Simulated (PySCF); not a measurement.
# A gas-phase reaction: H4Si + CF2 → CH4F2Si

What reaction energy should one expect for `[SiH4]` + `F[C]F` → `FC(F)[SiH3]`?

Programs: PySCF 2.14.0. All values are calculated, for the isolated system unless a continuum is named. Atoms count from 0, parts from 1.

## (1) The system as given

Each species was relaxed by itself at PBE0-D3(BJ)/def2-SVPD.

## (2) Reaction energy: wB97M-D3(BJ)/def2-TZVPD

What the job is given:

```
{"job": {"kind": "react", "xc": "wB97M-D3(BJ)", "basis": "def2-TZVPD"}, "charge": 0, "multiplicity": 1}
-1 H4Si charge 0 multiplicity 1
Si    -0.008120    -0.004420    -0.000890
H     -0.309830    -0.749460     1.255590
H     -0.650160     1.340870     0.052390
H      1.468220     0.154520    -0.142380
H     -0.540740    -0.763610    -1.169150

-1 CF2 charge 0 multiplicity 1
F     -0.572030     0.891600     0.004890
C      0.500450     0.165420     0.001560
F      0.071190    -1.057220    -0.006450

+1 CH4F2Si charge 0 multiplicity 1
F     -1.431770     0.080730    -1.284850
C     -0.250000    -0.435360    -0.834890
F     -0.449400    -1.766640    -0.602430
Si     0.289440     0.448080     0.792450
H      0.475470    -0.354810    -1.662500
H      0.481530     1.894160     0.488980
H      1.575110    -0.160310     1.236530
H     -0.779280     0.248330     1.808280
```

Level: wB97M-D3(BJ)/def2-TZVPD reaction energy of separated species, gas phase.

Launch:

```sh
$ OMP_NUM_THREADS=1 python cluster_run.py task.json out
```

One launch serves the whole session: the jobs run in the order shown.

**Question.** The jobs that follow are: PBE0-D3(BJ)/def2-TZVPD reaction energy of separated species, gas phase; MP2/def2-TZVPD reaction energy of separated species, gas phase. Predict: reaction energy (wB97M-D3(BJ)/def2-TZVPD); ΔH, ΔG at 298 K (xTB thermal terms). Thermal terms come from harmonic xTB runs on each species.

The runs gave:

| quantity | value |
| --- | --- |
| reaction energy (wB97M-D3(BJ)/def2-TZVPD) | -54.32 kcal/mol |
| ΔH, ΔG at 298 K (xTB thermal terms) | -50.5, -40.9 kcal/mol |
| range of the reaction energy over the runs of this table | -60.73 to -54.32 kcal/mol |

In words: The reaction is exothermic by 50.5 kcal/mol in the gas phase; dispersion gives -1.58, and xTB itself gave -73.15 for the electronic energy (xTB energies and thermal terms come from the earlier relaxation of each species, not shown). No barrier was sought. xTB and this level differ widely in the electronic energy, so what comes from xTB (the thermal terms above all) is less safe here. The reaction energy runs from -60.73 (PBE0-D3(BJ)/def2-TZVPD) to -54.32 kcal/mol (wB97M-D3(BJ)/def2-TZVPD).
